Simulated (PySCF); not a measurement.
# La(OH)3(H2O): other functionals and bases at one geometry

One table from this session's results is given with a row withheld; the runs are named, their logs left out.

Method: several levels, as the steps say, no spin–orbit coupling; program: PySCF 2.14.0.

1 further run of the same task is left out (for a known fault of the program).

## Starting geometry

10 atoms, charge 0, spin multiplicity 1.

Bond lengths: La1–O2 2.187 Å, La1–O4 2.184 Å, La1–O6 2.183 Å, La1–O8 2.620 Å, O2–H3 0.958 Å, O4–H5 0.957 Å, O6–H7 0.957 Å, O8–H9 0.965 Å, O8–H10 0.964 Å. Angles: O2–La1–O4 116.9°, O2–La1–O6 119.1°, O2–La1–O8 96.9°, O4–La1–O6 116.8°, O4–La1–O8 97.8°, O6–La1–O8 102.2°, La1–O2–H3 171.8°, La1–O4–H5 174.0°, La1–O6–H7 174.3°, La1–O8–H9 123.8°, La1–O8–H10 126.0°, H9–O8–H10 106.2°.

Coordinates:

```mol
H5LaO4
  3D, bonds by distance, orders not assigned

 10  9  0  0  0  0  0  0  0  0999 V2000
    0.1720   -0.2309    0.1323 La  0  0
    1.3151    1.3159    1.1731 O   0  0
    1.8740    1.8904    1.6971 H   0  0
   -1.4752   -1.1504    1.2321 O   0  0
   -2.1277   -1.6047    1.7657 H   0  0
    1.1746   -1.4725   -1.3571 O   0  0
    1.6759   -2.0407   -1.9423 H   0  0
   -1.2532    1.3830   -1.3613 O   0  0
   -1.3819    2.3193   -1.1683 H   0  0
   -1.9788    1.1249   -1.9411 H   0  0
  1  2  8  0
  1  4  8  0
  1  6  8  0
  1  8  8  0
  2  3  8  0
  4  5  8  0
  6  7  8  0
  8  9  8  0
  8 10  8  0
M  END
```

Formal oxidation states: La +3. The 4f shell is empty and lies in the core potential. An earlier session relaxed this geometry at PBE0, La lcecp-1-SVP with ECP46, O def2-SVP, H def2-SVP (singlet, point group C1).

At PBE0 on the finer grid: E = -335.126811 Eh, HOMO -6.92 eV, LUMO -0.58 eV, Mulliken charge on La1 +1.08 e, largest force component 0.018 eV/Å. The large-core potential holds the 4f shell empty.

Levels to run: CAM-B3LYP; r2SCAN; TPSSh; HF; PBE0, TZVP; PBE0, x2c-SVP. Hardware: 2 threads of Arm Neoverse V1, shared host.

The first run:

The input, run.py (the lines that set the calculation):

```python
mol = gto.M(atom='''
La     0.17196    -0.23086     0.13226
O      1.31505     1.31591     1.17310
H      1.87399     1.89041     1.69712
O     -1.47525    -1.15044     1.23214
H     -2.12766    -1.60469     1.76573
O      1.17462    -1.47249    -1.35712
H      1.67586    -2.04070    -1.94233
O     -1.25317     1.38302    -1.36125
H     -1.38192     2.31932    -1.16835
H     -1.97882     1.12494    -1.94114''',
    basis={'La': 'lcecp-1-SVP', 'O': 'def2-SVP', 'H': 'def2-SVP'},
    ecp={'La': 'lcecp-1-SVP'},
    charge=0, spin=0)
mf = dft.RKS(mol, xc='CAMB3LYP')
mf.grids.atom_grid = (75, 302)  # f atoms: unpruned, at least (60, 302)
mf = mf.density_fit()  # fitting sets: La AutoAux, O def2-universal-JKFIT, H def2-universal-JKFIT
mf.conv_tol = 1e-08; mf.max_cycle = 55
mf.kernel(dm0)  # dm0: the density of the relaxed state
```

Command:

```sh
$ OMP_NUM_THREADS=2 python run.py
```

Steps of the session up to this table: CAM-B3LYP; r2SCAN; TPSSh; HF; PBE0, TZVP; PBE0, x2c-SVP.

One table of the session follows, with a row left open; its other results are not shown here.

```
              level  HOMO (eV)  gap (eV)  charge on La1 (e)  dipole (D)  largest force component (eV/Å)
PBE0 (relaxed here)      -6.92      6.34               1.08        4.54                            0.02
          CAM-B3LYP      -8.35      8.38               1.05        4.58                            0.11
             r2SCAN      -5.60      4.93               1.04        4.49                            0.12
              TPSSh          ?         ?                  ?           ?                               ?
                 HF     -11.06     12.42               1.61        4.81                            1.13
         PBE0, TZVP      -7.22      6.39               1.62        4.61                            0.26
      PBE0, x2c-SVP      -6.97      6.36               1.06        4.51                            0.29
```

**Question.** Estimate the row for TPSSh.

As computed: HOMO (eV): -5.98; gap (eV): 5.16; charge on La1 (e): 1.04; dipole (D): 4.50; largest force component (eV/Å): 0.26. In the column «HOMO (eV)» it lies between PBE0 (relaxed here) (-6.92) and r2SCAN (-5.60).

In one basis the HOMO–LUMO gap runs from 4.93 eV (r2SCAN) to 12.42 eV (HF). The largest leftover force, 1.13 eV/Å with HF, stands at a geometry relaxed at another level. With 4f in the core, its levels are missing from HOMO and gap, and its count is fixed, so no charge can pass from the ligands into it. Total energies of different levels can't be compared.
